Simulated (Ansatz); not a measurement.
# HfN: the cost of one run

Computed with Ansatz 0.2.0 (DFT, levels as named, plane waves, PAW, unless a step's input says otherwise).

### Step 1. The starting structure

Symmetry: Fm-3m, No. 225, cubic system. The conventional cell has a = 4.512 Å, b = 4.512 Å, c = 4.512 Å, α = 90.00°, β = 90.00°, γ = 90.00°. Around Hf (site symmetry m-3m) lie 6 N at 2.26 Å. N (site symmetry m-3m) has 6 Hf at 2.26 Å as nearest neighbours.

Coordinates:

```cif
data_structure
_symmetry_space_group_name_H-M 'Fm-3m'
_symmetry_Int_Tables_number 225
_cell_length_a 4.5120
_cell_length_b 4.5120
_cell_length_c 4.5120
_cell_angle_alpha 90.000
_cell_angle_beta 90.000
_cell_angle_gamma 90.000
_cell_volume 91.86
loop_
_atom_site_label
_atom_site_type_symbol
_atom_site_symmetry_multiplicity
_atom_site_Wyckoff_symbol
_atom_site_fract_x
_atom_site_fract_y
_atom_site_fract_z
_atom_site_occupancy
Hf1 Hf 4 a 0.00000 0.00000 0.00000 1
N1 N 4 b 0.50000 0.00000 0.00000 1
```

### Step 2. PBE: cell and atoms

input.yaml reads:

```yaml
crystal:
  lattice:
    - [0.0, 2.256, 2.256]
    - [2.256, 0.0, 2.256]
    - [2.256, 2.256, 0.0]
  atoms:
    - { symbol: Hf, position: [0.0, 0.0, 0.0] }
    - { symbol: "N", position: [0.5, 0.5, 0.5] }
  symmetry: { tolerance: 0.0003 }
hamiltonian:
  xc: pbe
  pseudopotentials: { kind: paw, azcp: { folder: soft_1 } }
basis:
  ecutwfc: 420
magnetization:
  spin_polarized: false
scf:
  occupations: { method: fermi_dirac, width: 0.1 }
kpoints:
  mp_grid: { grid: [12, 12, 12], shift: [0, 0, 0] }
output:
  forces: true
  stress: true
  eigenvalues: true
relax:
  max_steps: 60
  cell: {}
```

The run is started by

```console
$ ansatz run input.yaml --threads 2 --pin off --max-ram 5632MiB --backend cpu --events-out ev --progress --plain --runs-dir out
```

What time and memory should one allow on 2 threads of Arm Neoverse V1, shared host?

About 9.6 s, with a peak of 0.32 GiB.
